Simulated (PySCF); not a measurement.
# Os3 (Os3-): the cost of one run

Program: PySCF 2.14.0. Level of theory: PBE0, Os def2-SVP with ECP60; scalar-relativistic core potentials, no spin–orbit coupling. These are calculated values, not measurements.

5 further runs of the same task are left out: 2 for a known fault of the program, 3 that didn't finish.

## (1) The starting structure

3 atoms, charge -1, spin multiplicity 2.

Bond lengths: Os1–Os2 2.400 Å, Os2–Os3 2.400 Å. Angles: Os1–Os2–Os3 180.0°.

Coordinates:

| atom | x (Å) | y (Å) | z (Å) |
| --- | --- | --- | --- |
| Os1 | 0.0000 | 0.0000 | 2.4000 |
| Os2 | 0.0000 | 0.0000 | 0.0000 |
| Os3 | 0.0000 | 0.0000 | -2.4000 |

## (2) SCF at the start, doublet

run.py (the lines that set the calculation)

```python
mol = gto.M(atom='''
Os     0.00000     0.00000     2.40000
Os     0.00000     0.00000     0.00000
Os     0.00000     0.00000    -2.40000''',
    basis={'Os': 'def2-SVP'},
    ecp={'Os': 'def2-SVP'},
    charge=-1, spin=1)
mf = dft.UKS(mol, xc='PBE0')
mf.grids.atom_grid = (50, 194)
mf = mf.density_fit()  # fitting sets: Os def2-universal-JKFIT
mf.conv_tol = 1e-08; mf.max_cycle = 55
mf.kernel(dm0)  # dm0: free metal ions and neutral atoms
```

On the command line:

```
> OMP_NUM_THREADS=2 python run.py
```

Q: Estimate wall time and peak memory on 2 threads of Intel Xeon at 2.70GHz, shared host.

About 56 s, with a peak of 0.48 GiB.
